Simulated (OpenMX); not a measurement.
Crystal: SiF.

```
Si F
1.0
     1.33860    0.77284    3.89831
    -1.33860    0.77284    3.89831
     0.00000   -1.54568    3.89831
Si F
1 1
Cartesian
  0.0000 0.0000 5.8475
  0.0000 0.0000 0.0000
```

The cell was built by a generator and needn't be a form met in nature.

Base run:

* Program: OpenMX 3.8.5
* Functional: PBE
* Potentials or basis: OpenMX 2013 PBE set, Si7.0-s2p2d1, F6.0-s2p2d1, grid cutoff 400 Ry
* k mesh: 9 × 9 × 9
* Occupations: fermi-dirac, width 0.05 eV
* Spin: no spin polarisation

Its results: pressure 0.7 GPa.

Task: The run is repeated on the same cell with these changes: functional from PBE to LDA; potentials or basis from OpenMX 2013 PBE set, Si7.0-s2p2d1, F6.0-s2p2d1, grid cutoff 400 Ry to OpenMX 2013 LDA set, Si7.0-s2p2d1, F6.0-s2p2d1, grid cutoff 400 Ry. What comes out?

Result: Pressure -7.1 GPa.

Caveats: the basis of atomic orbitals isn't converged, which shifts pressures, moduli and gaps; an odd number of electrons without spin polarisation forces a metal; a magnetic or distorted state may lie lower.
